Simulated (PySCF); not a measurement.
# C₃H₁₄BNSi: electronic excitations

Aim: predict the electronic excitations of C₃H₁₄BNSi (`C[SiH2]C[B@H-](C)[NH3+]`).

Computed with PySCF 2.14.0, with density-fitted response routines of our own, on a single molecule in the gas phase. Atoms are numbered from 0 throughout.

### Step 1. Starting geometry

20 atoms, charge 0, multiplicity 1; geometry from: GFN2-xTB.

Bonds of the start (Å): C0–Si1 1.90, Si1–C2 1.89, C2–B3 1.63, B3–C4 1.62, B3–N5 1.65, C0–H6 1.09, C0–H7 1.09, C0–H8 1.09, Si1–H9 1.47, Si1–H10 1.50, C2–H11 1.10, C2–H12 1.09, B3–H13 1.19, C4–H14 1.09, C4–H15 1.09, C4–H16 1.09, N5–H17 1.01, N5–H18 1.01, N5–H19 1.01.

### Step 2. Excited states and response: PBE0/def2-SVPD

Job settings and geometry (Å):

```
{"job": {"kind": "uv", "xc": "PBE0", "basis": "def2-SVPD", "nstates": 8, "ntriplets": 3}, "charge": 0, "multiplicity": 1}
C      2.982217     0.748519    -1.080019
Si     1.720361     0.397680     0.295916
C      0.164581    -0.433058    -0.381188
B     -1.058626    -0.666958     0.671646
C     -2.389739    -1.288936    -0.020344
N     -1.508921     0.850435     1.151966
H      3.861312     1.249562    -0.686811
H      2.562950     1.383526    -1.855048
H      3.313296    -0.170276    -1.554924
H      2.373107    -0.375240     1.360534
H      1.383371     1.721757     0.903362
H     -0.190721     0.130131    -1.251097
H      0.461849    -1.404573    -0.781174
H     -0.725890    -1.230717     1.668022
H     -2.715777    -0.720023    -0.892441
H     -2.218684    -2.306883    -0.361519
H     -3.235283    -1.332819     0.667693
H     -2.256380     0.789567     1.833995
H     -1.829886     1.351398     0.330382
H     -0.698284     1.317586     1.544074
```

Level: TDDFT PBE0/def2-SVPD, vertical, gas phase, core orbitals frozen in the response.

The run is started by

```console
OMP_NUM_THREADS=1 python probes_run.py task.json out
```

This one command runs all jobs of the session in turn.

The program printed:

```text
coarse grid: 15712 points
cycle   1  E = -491.1089707412  dE =  1.480e-01  |g| = 6.171e-01  |ddm| = 6.023e+00
cycle   2  E = -491.0675274091  dE =  4.144e-02  |g| = 7.284e-01  |ddm| = 2.029e+00
cycle   3  E = -491.2200462020  dE = -1.525e-01  |g| = 4.951e-02  |ddm| = 1.198e+00
cycle   4  E = -491.2205616251  dE = -5.154e-04  |g| = 2.930e-02  |ddm| = 1.253e-01
cycle   5  E = -491.2207916385  dE = -2.300e-04  |g| = 4.699e-03  |ddm| = 4.262e-02
cycle   6  E = -491.2207975642  dE = -5.926e-06  |g| = 1.204e-03  |ddm| = 1.044e-02
final grid: 142960 points
cycle   7  E = -491.2793940343  dE = -4.920e-05  |g| = 9.443e-03  |ddm| = 1.659e-01
cycle   8  E = -491.2793837560  dE =  1.028e-05  |g| = 1.143e-02  |ddm| = 2.689e-02
cycle   9  E = -491.2794172193  dE = -3.346e-05  |g| = 3.757e-04  |ddm| = 1.406e-02
cycle  10  E = -491.2794172452  dE = -2.585e-08  |g| = 2.244e-04  |ddm| = 8.693e-04
cycle  11  E = -491.2794172578  dE = -1.267e-08  |g| = 2.780e-05  |ddm| = 3.629e-04
cycle  12  E = -491.2794172580  dE = -2.177e-10  |g| = 7.045e-06  |ddm| = 7.937e-05
converged SCF energy = -491.2794172580

Static polarisability (au): isotropic 93.512, principal 81.714 87.724 111.097

Singlet excitations
state   eV       nm        f      main configurations
  1   6.0272    205.7   0.00484   H->L 0.99
  2   6.3894    194.0   0.00204   H-1->L 0.99
  3   6.9127    179.4   0.02272   H->L+1 0.94
  4   7.3059    169.7   0.04610   H->L+2 0.93
  5   7.3933    167.7   0.03752   H-1->L+1 0.84
  6   7.5040    165.2   0.02219   H->L+3 0.92
  7   7.5615    164.0   0.01699   H-2->L 0.76
  8   7.6485    162.1   0.01622   H->L+4 0.88

Triplet excitations (Tamm-Dancoff, eV): 5.9551 6.2751 6.7957
```

Run time: 28 s. Hardware: 1 thread of Intel Xeon 6975P-C, shared host; peak memory 0.95 GiB.

The orbitals next to the gap, with their largest atomic shares:

| orbital | eV | atoms |
| --- | --- | --- |
| HOMO−3 | -8.79 | Si1 32 %, H9 26 %, H10 14 % |
| HOMO−2 | -8.61 | Si1 23 %, C0 20 %, H10 12 % |
| HOMO−1 | -7.57 | B3 30 %, H13 21 %, C2 19 % |
| HOMO | -7.17 | C2 24 %, C4 21 %, B3 18 % |
| LUMO | -0.10 | B3 21 %, H17 16 %, H18 15 % |
| LUMO+1 | 0.79 | Si1 27 %, C0 19 %, H10 8 % |
| LUMO+2 | 1.16 | Si1 17 %, H10 14 %, H19 11 % |

With each of the 8 states as a Gaussian band of 0.4 eV half-width at 1/e, the curve within the window shown has maxima at 167 nm (ε 5,400) L/(mol cm). Beyond the last state computed it falls off for lack of states. The curve at chosen wavelengths:

```json
{"nm": "156", "ε (L/mol/cm)": "1269"}
{"nm": "159", "ε (L/mol/cm)": "2538"}
{"nm": "162", "ε (L/mol/cm)": "3987"}
{"nm": "165", "ε (L/mol/cm)": "5065"}
{"nm": "168", "ε (L/mol/cm)": "5352"}
{"nm": "170", "ε (L/mol/cm)": "5085"}
{"nm": "173", "ε (L/mol/cm)": "4233"}
{"nm": "176", "ε (L/mol/cm)": "3202"}
{"nm": "179", "ε (L/mol/cm)": "2279"}
{"nm": "182", "ε (L/mol/cm)": "1564"}
{"nm": "185", "ε (L/mol/cm)": "1048"}
{"nm": "188", "ε (L/mol/cm)": "696"}
{"nm": "191", "ε (L/mol/cm)": "474"}
{"nm": "193", "ε (L/mol/cm)": "382"}
{"nm": "196", "ε (L/mol/cm)": "306"}
{"nm": "199", "ε (L/mol/cm)": "274"}
{"nm": "202", "ε (L/mol/cm)": "259"}
{"nm": "205", "ε (L/mol/cm)": "244"}
{"nm": "208", "ε (L/mol/cm)": "220"}
{"nm": "211", "ε (L/mol/cm)": "187"}
{"nm": "214", "ε (L/mol/cm)": "149"}
{"nm": "216", "ε (L/mol/cm)": "123"}
{"nm": "219", "ε (L/mol/cm)": "88"}
{"nm": "222", "ε (L/mol/cm)": "59"}
{"nm": "225", "ε (L/mol/cm)": "38"}
{"nm": "228", "ε (L/mol/cm)": "23"}
```

Ground-state properties from the same run:

```csv
property,computed
dipole moment (D),3.90
polarisability (Å³),13.86
HOMO–LUMO gap (eV),7.06
−ε(HOMO) (eV),7.17
```

### Step 3. Outcome

```
                                quantity                        value
         lowest singlet (PBE0/def2-SVPD)  6.03 eV (206 nm), f = 0.005
brightest single state of those computed  state 4, 7.31 eV, f = 0.046
                          lowest triplet                      5.96 eV
```

What this shows: The first singlet state (HOMO→LUMO 0.99) lies at 6.03 eV and is weak; of the 8 states computed, the strongest absorption comes from state 4 at 7.31 eV. The lowest triplet lies 0.07 eV below the lowest singlet (triplets in Tamm-Dancoff, singlets in full TDDFT). States above −ε(HOMO) lie where TDDFT describes them poorly and they hang on the basis; the brightest is among them.
